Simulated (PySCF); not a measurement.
**Ways to converge the SCF of Bi³⁺**

Aim: find out which solver settings change the answer for Bi³⁺.

The runs use PySCF 2.14.0; each script names its method and basis.

2 further runs of the same task are left out: 1 for a known fault of the program, 1 that didn't finish.

**1. The atom**

Bi³⁺: 1 atom, charge 3, spin multiplicity 1.

**2. The run that the others are compared with**

Contents of input.py:

```python
from pyscf import gto, scf, mp

mol = gto.M(
    atom='Bi 0 0 0',
    basis='x2c-tzvpall',
    charge=3,
    spin=0,
    verbose=4,
)
mf = scf.RHF(mol)
mf = mf.sfx2c1e()
mf.kernel()
mp.MP2(mf, frozen=34).kernel()
mf.dip_moment()
print('orbital energies (hartree):', mf.mo_energy[..., max(0, mol.nelec[1]-3):mol.nelec[0]+3].round(4))
```

On the command line:

```sh
> OMP_NUM_THREADS=1 python input.py
```

The log of this run is left out.

In short: E(SCF) = -21532.160518 Eh, 7 cycles, E(MP2) − E(SCF) = -0.33162 Eh.

**3. Second-order solver on**

Variant 1 changes second-order solver: off → on.

Contents of input.py:

```python
from pyscf import gto, scf, mp

mol = gto.M(
    atom='Bi 0 0 0',
    basis='x2c-tzvpall',
    charge=3,
    spin=0,
    verbose=4,
)
mf = scf.RHF(mol)
mf = mf.sfx2c1e()
mf = mf.newton()
mf.kernel()
mp.MP2(mf, frozen=34).kernel()
mf.dip_moment()
print('orbital energies (hartree):', mf.mo_energy[..., max(0, mol.nelec[1]-3):mol.nelec[0]+3].round(4))
```

On the command line:

```sh
> OMP_NUM_THREADS=1 python input.py
```

**4. Level shift 0.5 hartree**

Variant 2 changes level shift: none → 0.5 hartree.

Changes to input.py since step 2:

```diff
@@ -11,2 +11,3 @@
 mf = mf.sfx2c1e()
+mf.level_shift = 0.5
 mf.kernel()
```

**5. Initial guess atom**

Variant 3 changes initial guess: minao → atom.

Changes to input.py since step 2:

```diff
@@ -11,2 +11,3 @@
 mf = mf.sfx2c1e()
+mf.init_guess = 'atom'
 mf.kernel()
```

**6. Smearing width 0.2 hartree**

Variant 4 changes smearing width: none → 0.2 hartree; step after the SCF: mp2 → none.

Changes to input.py since step 2:

```diff
@@ -1,2 +1,2 @@
-from pyscf import gto, scf, mp
+from pyscf import gto, scf
 
@@ -11,4 +11,4 @@
 mf = mf.sfx2c1e()
+mf = scf.addons.smearing_(mf, sigma=0.2, method='fermi')
 mf.kernel()
-mp.MP2(mf, frozen=34).kernel()
 mf.dip_moment()
```

**7. Initial guess sap**

Variant 5 changes initial guess: minao → sap.

Changes to input.py since step 2:

```diff
@@ -11,2 +11,3 @@
 mf = mf.sfx2c1e()
+mf.init_guess = 'sap'
 mf.kernel()
```

**Question.** What will these runs give? Wanted: for each run, E(SCF); from base; gap; after the SCF.

As calculated:

| run | E(SCF) (hartree) | from base (eV) | cycles | gap (eV) | after the SCF |
| --- | --- | --- | --- | --- | --- |
| base | -21532.160518 | 0 | 7 | 20.14 | MP2 correlation -9.024 eV, core frozen |
| second-order solver on | -21532.160518 | 0.0000 | 3 macro | 20.14 | MP2 correlation -9.024 eV, core frozen |
| level shift 0.5 hartree | -21532.160518 | 0.0000 | 11 | 20.14 | MP2 correlation -9.024 eV, core frozen |
| initial guess atom | -21532.160518 | 0.0000 | 8 | 20.14 | MP2 correlation -9.024 eV, core frozen |
| smearing width 0.2 hartree (poor choice) | -21531.559825 | not comparable | 14 | n/a | n/a |
| initial guess sap | -21532.160518 | 0.0000 | 8 | 20.14 | MP2 correlation -9.024 eV, core frozen |

Distance from each run's final energy (log10 hartree) by cycle:

| run | cycle 1 | cycle 2 | cycle 3 | cycle 5 | cycle 8 | cycle 12 |
| --- | --- | --- | --- | --- | --- | --- |
| base | -1.3 | -2.4 | -3.6 | -6.9 | done | done |
| second-order solver on | -6.9 | < -11 | < -11 | done | done | done |
| level shift 0.5 hartree | -1.3 | -2.2 | -2.9 | -4.6 | -7.7 | done |
| initial guess atom | -0.2 | -0.8 | -1.8 | -5.8 | < -11 | done |
| smearing width 0.2 hartree (poor choice) | -0.4 | -1.5 | -1.9 | -3.5 | -6.4 | -7.9 |
| initial guess sap | 0.5 | -0.1 | -1.6 | -6.7 | < -11 | done |

What this shows: With second-order solver on or level shift 0.5 hartree or initial guess atom or initial guess sap the SCF ends at the base energy. The base needs 7 cycles and the run with level shift 0.5 hartree needs 11. Rows marked «poor choice» come from settings spoiled on purpose.
